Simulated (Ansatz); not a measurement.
**GeN2H4F2 (SMILES [NH2][Ge]([NH2])([F])[F]): levels of theory compared**

Wanted: a comparison of 6 runs (HF/6-31G*, CAM-B3LYP/6-31G*, SVWN5/6-31G*, revPBE/6-31G*, B3LYP/6-31G*, MP2/6-31G*) of GeN2H4F2. 

Program for the calculation: Ansatz 0.2.0.

47 further runs of the same task are left out: 47 set aside as unsound or not needed. Runs told in other sessions of the task aren't counted.

## 1. Starting point

The species is GeN2H4F2 (9 atoms), meant as a singlet with charge 0. SMILES: `[NH2][Ge]([NH2])([F])[F]`. The N1–H6 distance was set to 1.514 Å, away from the relaxed value. At this shape a bond of the SMILES string is far longer than usual.

Bond lengths: N1–Ge2 1.794 Å, Ge2–N3 1.794 Å, Ge2–F4 1.728 Å, Ge2–F5 1.728 Å, N1–H7 1.009 Å, N3–H8 1.009 Å, N3–H9 1.009 Å. Angles: N1–Ge2–N3 111.5°, N1–Ge2–F4 116.3°, N1–Ge2–F5 105.0°, N3–Ge2–F4 105.0°, N3–Ge2–F5 116.3°, F4–Ge2–F5 102.8°, Ge2–N1–H7 115.5°, Ge2–N3–H8 115.5°, Ge2–N3–H9 115.8°, H8–N3–H9 110.7°. A long bond or contact: N1–H6 1.514 Å.

## 2. A single-point energy at HF/6-31G(d) (spherical functions) (run 1)

Contents of input.yaml:

```yaml
crystal:
  periodic: [false, false, false]
  atoms:
    - {symbol: N, position_ang: [0.108768, 1.367846, -0.596756]}
    - {symbol: Ge, position_ang: [0.597068, -0.357054, -0.534956]}
    - {symbol: "N", position_ang: [0.554768, -0.992354, 1.141944]}
    - {symbol: F, position_ang: [-0.364132, -1.459254, -1.454856]}
    - {symbol: F, position_ang: [2.124768, -0.418154, -1.339556]}
    - {symbol: H, position_ang: [-1.289100, 1.676100, -0.105200]}
    - {symbol: H, position_ang: [0.292868, 1.839846, -1.469456]}
    - {symbol: H, position_ang: [0.629468, -1.994954, 1.228144]}
    - {symbol: H, position_ang: [1.161668, -0.530654, 1.802744]}
basis:
  gaussian:
    orbitals: 6-31G_st_-spherical.json
accuracy: high
hamiltonian:
  xc: hf
output:
  orbitals: {seedname: orbitals}
```

The basis set 6-31G* is read from a file made from the Basis Set Exchange's data (not shown).

The run is started by

```
$ ansatz run input.yaml --threads 1 --pin off --max-ram 2610MiB --events-out events.jsonl --progress --plain --runs-dir runs
```

What it wrote:

```text
Warning: RAYON_NUM_THREADS=1 ignored (pool sized by the plan → 1); use --threads N
Functional definition: HF
  name "HF"
  exchange = exact_x
  correlation = 0
2160 factors; integrals over basis functions are off by at most 4.3e-9 eV
mean field evaluation 1: about -64899.7603 eV, gradient 4.7e1 eV
mean field evaluation 2: about -64899.8282 eV, gradient 4.7e1 eV
mean field evaluation 4: about -64904.2047 eV, gradient 3.2e0 eV
mean field evaluation 8: about -64904.2484 eV, gradient 1.1e-1 eV
mean field -64904.24850596 eV, -2385.1871389143 hartree, gradient 2.6e-8 eV, S^2 0.000000; 0 other end points of the search recorded, 0 dependent functions left out
reference -64904.24850596 eV, -2385.1871389143 hartree; 34, 34 occupied and 62, 62 virtual orbitals, 2160 factors
Total energy: -64904.24850596 eV, -2385.1871389143 hartree
```

It took 4.8 s on 1 thread of Arm Neoverse V1, shared host; peak memory 0.31 GiB.

## 3. The energy at CAM-B3LYP/6-31G(d) (spherical functions) (run 2)

Contents of molecule.yaml:

```yaml
crystal:
  periodic: [false, false, false]
  atoms:
    - {symbol: "N", position_ang: [0.108768, 1.367846, -0.596756]}
    - {symbol: Ge, position_ang: [0.597068, -0.357054, -0.534956]}
    - {symbol: "N", position_ang: [0.554768, -0.992354, 1.141944]}
    - {symbol: F, position_ang: [-0.364132, -1.459254, -1.454856]}
    - {symbol: F, position_ang: [2.124768, -0.418154, -1.339556]}
    - {symbol: H, position_ang: [-1.289100, 1.676100, -0.105200]}
    - {symbol: H, position_ang: [0.292868, 1.839846, -1.469456]}
    - {symbol: H, position_ang: [0.629468, -1.994954, 1.228144]}
    - {symbol: H, position_ang: [1.161668, -0.530654, 1.802744]}
basis:
  gaussian:
    orbitals: 6-31G_st_-spherical.json
hamiltonian:
  xc: {name: CAM-B3LYP}
accuracy: high
output: {orbitals: {seedname: orbitals}}
```

The basis set 6-31G* is read from a file made from the Basis Set Exchange's data (not shown).

The run is started by

```
$ ansatz run molecule.yaml --threads 1 --pin off --max-ram 2610MiB --events-out events.jsonl --progress --plain --runs-dir runs
```

What it wrote:

```text
Warning: RAYON_NUM_THREADS=1 ignored (pool sized by the plan → 1); use --threads N
Functional definition: CAM-B3LYP
  name "CAM-B3LYP"
  parameter alpha = 0.19
  parameter beta = 0.46
  parameter omega = 0.33/bohr
  parameter ac = 0.81
  exchange = (1 - alpha - beta)*b88_x + beta*b88_x_sr(omega) + alpha*exact_x + beta*exact_x_lr(omega)
  correlation = (1 - ac)*vwn5_c + ac*lyp_c
2160 factors; integrals over basis functions are off by at most 4.3e-9 eV
435 factors; integrals over basis functions are off by at most 2.3e-9 eV
mean field evaluation 1: about -64980.3488 eV, gradient 7.3e1 eV
mean field evaluation 2: about -64976.1872 eV, gradient 8.7e1 eV
mean field evaluation 4: about -64990.0669 eV, gradient 3.0e0 eV
mean field evaluation 8: about -64990.2328 eV, gradient 2.1e-1 eV
mean field evaluation 16: about -64990.2329 eV, gradient 2.2e-4 eV
mean field -64990.23287203 eV, -2388.3470060850 hartree, gradient 1.9e-8 eV, S^2 0.000000; 0 other end points of the search recorded, 0 dependent functions left out
reference -64990.23289244 eV, -2388.3470068351 hartree; 34, 34 occupied and 62, 62 virtual orbitals, 2160 factors
Total energy: -64990.23289244 eV, -2388.3470068351 hartree
```

It took 14 s on 1 thread of Arm Neoverse V1, shared host; peak memory 0.44 GiB.

Runs 3 to 4 aren't shown in full; the table further down has their settings and results.

## 4. A single-point energy at B3LYP/6-31G(d) (Cartesian functions) (run 5)

Contents of run.yaml:

```yaml
crystal:
  periodic: [false, false, false]
  atoms:
    - symbol: N
      position_ang: [0.108768, 1.367846, -0.596756]
    - symbol: Ge
      position_ang: [0.597068, -0.357054, -0.534956]
    - symbol: "N"
      position_ang: [0.554768, -0.992354, 1.141944]
    - symbol: F
      position_ang: [-0.364132, -1.459254, -1.454856]
    - symbol: F
      position_ang: [2.124768, -0.418154, -1.339556]
    - symbol: H
      position_ang: [-1.289100, 1.676100, -0.105200]
    - symbol: H
      position_ang: [0.292868, 1.839846, -1.469456]
    - symbol: H
      position_ang: [0.629468, -1.994954, 1.228144]
    - symbol: H
      position_ang: [1.161668, -0.530654, 1.802744]
basis:
  gaussian:
    orbitals: "6-31G*"
hamiltonian:
  xc: {name: B3LYP}
accuracy: high
output: {orbitals: {seedname: orbitals}}
```

The run is started by

```
$ ansatz run run.yaml --threads 1 --pin off --max-ram 2610MiB --events-out events.jsonl --progress --plain --runs-dir runs
```

What it wrote:

```text
Warning: RAYON_NUM_THREADS=1 ignored (pool sized by the plan → 1); use --threads N
Functional definition: B3LYP
  name "B3LYP"
  parameter a0 = 0.2
  parameter ax = 0.72
[... 1 set-up line as earlier in the session ...]
  exchange = (1 - a0 - ax)*slater_x + ax*b88_x + a0*exact_x
  correlation = (1 - ac)*vwn_rpa_c + ac*lyp_c
2204 factors; integrals over basis functions are off by at most 4.0e-9 eV
mean field evaluation 1: about -64977.7077 eV, gradient 8.5e1 eV
mean field evaluation 2: about -64956.2979 eV, gradient 1.3e2 eV
mean field evaluation 4: about -64990.7838 eV, gradient 9.1e0 eV
mean field evaluation 8: about -64991.0377 eV, gradient 6.2e-1 eV
mean field evaluation 16: about -64991.0386 eV, gradient 9.8e-5 eV
mean field -64991.03862160 eV, -2388.3766168355 hartree, gradient 8.8e-8 eV, S^2 0.000000; 0 other end points of the search recorded, 0 dependent functions left out
reference -64991.03866356 eV, -2388.3766183778 hartree; 34, 34 occupied and 69, 69 virtual orbitals, 2204 factors
Total energy: -64991.03866356 eV, -2388.3766183778 hartree
```

It took 13 s on 1 thread of Arm Neoverse V1, shared host; peak memory 0.41 GiB.

## 5. The energy at MP2/6-31G(d) (spherical functions) (run 6)

Contents of molecule.yaml:

```yaml
crystal:
  periodic: [false, false, false]
  atoms:
    - symbol: "N"
      position_ang: [0.108768, 1.367846, -0.596756]
    - symbol: Ge
      position_ang: [0.597068, -0.357054, -0.534956]
    - symbol: N
      position_ang: [0.554768, -0.992354, 1.141944]
    - symbol: F
      position_ang: [-0.364132, -1.459254, -1.454856]
    - symbol: F
      position_ang: [2.124768, -0.418154, -1.339556]
    - symbol: H
      position_ang: [-1.289100, 1.676100, -0.105200]
    - symbol: H
      position_ang: [0.292868, 1.839846, -1.469456]
    - symbol: H
      position_ang: [0.629468, -1.994954, 1.228144]
    - symbol: H
      position_ang: [1.161668, -0.530654, 1.802744]
basis:
  gaussian:
    orbitals: 6-31G_st_-spherical.json
accuracy: high
correlation:
  method: mp2
  frozen_orbitals: {F: 1, Ge: 9, H: 0, "N": 1}
```

The basis set 6-31G* is read from a file made from the Basis Set Exchange's data (not shown).

The run is started by

```
$ ansatz run molecule.yaml --threads 1 --pin off --max-ram 2610MiB --events-out events.jsonl --progress --plain --runs-dir runs
```

What it wrote:

```text
Warning: RAYON_NUM_THREADS=1 ignored (pool sized by the plan → 1); use --threads N
[... 4 set-up lines as earlier in the session ...]
2160 factors; integrals over basis functions are off by at most 4.3e-9 eV
mean field evaluation 1: about -64899.7603 eV, gradient 4.7e1 eV
mean field evaluation 2: about -64899.8282 eV, gradient 4.7e1 eV
mean field evaluation 4: about -64904.2047 eV, gradient 3.2e0 eV
mean field evaluation 8: about -64904.2484 eV, gradient 1.1e-1 eV
mean field -64904.24850596 eV, -2385.1871389143 hartree, gradient 2.6e-8 eV, S^2 0.000000; 0 other end points of the search recorded, 0 dependent functions left out; unrestricted orbitals would lower it
mean field evaluation 16: about -64904.1324 eV, gradient 5.4e0 eV
13 core orbitals not correlated: weight in the atoms' cores, before any rotation towards them, 1.000 or more for the frozen orbitals, at most 0.000 for the correlated occupied ones
reference -64904.24850596 eV, -2385.1871389143 hartree; 21, 21 occupied and 62, 62 virtual orbitals, 2160 factors
second order -25.46892368 eV of doubles, -0.00000000 eV of singles
Total energy: -64929.71742964 eV, -2386.1231045960 hartree
```

Run time: 7.8 s. Hardware: 1 thread of Arm Neoverse V1, shared host; peak memory 0.32 GiB.

## 6. Overview of the runs

| run | level | Cartesian functions | frozen core orbitals | energy (Eh) | HOMO energy (eV) | LUMO energy (eV) | HOMO–LUMO gap (eV) | wall time |
| --- | --- | --- | --- | --- | --- | --- | --- | --- |
| 1 | HF/6-31G* (spherical functions) | no | – | -2385.187139 | -11.80 | 2.26 | 14.07 | 4.8 s |
| 2 | CAM-B3LYP/6-31G* (spherical functions) | no | – | -2388.347007 | -9.26 | -0.38 | 8.88 | 14 s |
| 3 | SVWN5/6-31G* (spherical functions) | no | – | -2383.004515 | -6.32 | -2.66 | 3.65 | 6.3 s |
| 4 | revPBE/6-31G* (spherical functions) | no | – | -2388.057622 | -6.19 | -2.54 | 3.65 | 9.6 s |
| 5 | B3LYP/6-31G* (Cartesian functions) | yes | – | -2388.376618 | -7.55 | -1.87 | 5.67 | 13 s |
| 6 | MP2/6-31G* (spherical functions) | no | 13 | -2386.123105 | – | – | – | 7.8 s |

## 7. Summary of results

| quantity | value |
| --- | --- |
| run 6: total energy | -2386.12310 Eh |
| run 6: correlation energy (13 core orbitals frozen) | -936.0 mEh |

In words: Over runs 1, 2, 3, 4, 5 the HOMO–LUMO gap runs from 3.65 eV (revPBE/6-31G*) to 14.07 eV (HF/6-31G*). Exact exchange widens orbital gaps. Totals of different functionals can't be ranked against each other. In run 6 the log says that unrestricted orbitals would lower the reference, so the values rest on an unstable closed-shell determinant (other closed-shell runs at this shape may share the fault). In all runs a closed-shell determinant meets a far-stretched bond; if it breaks into open shells, such a determinant describes it badly, and no broken-symmetry solution was shown. All runs together took 56 s, the longest 14 s.
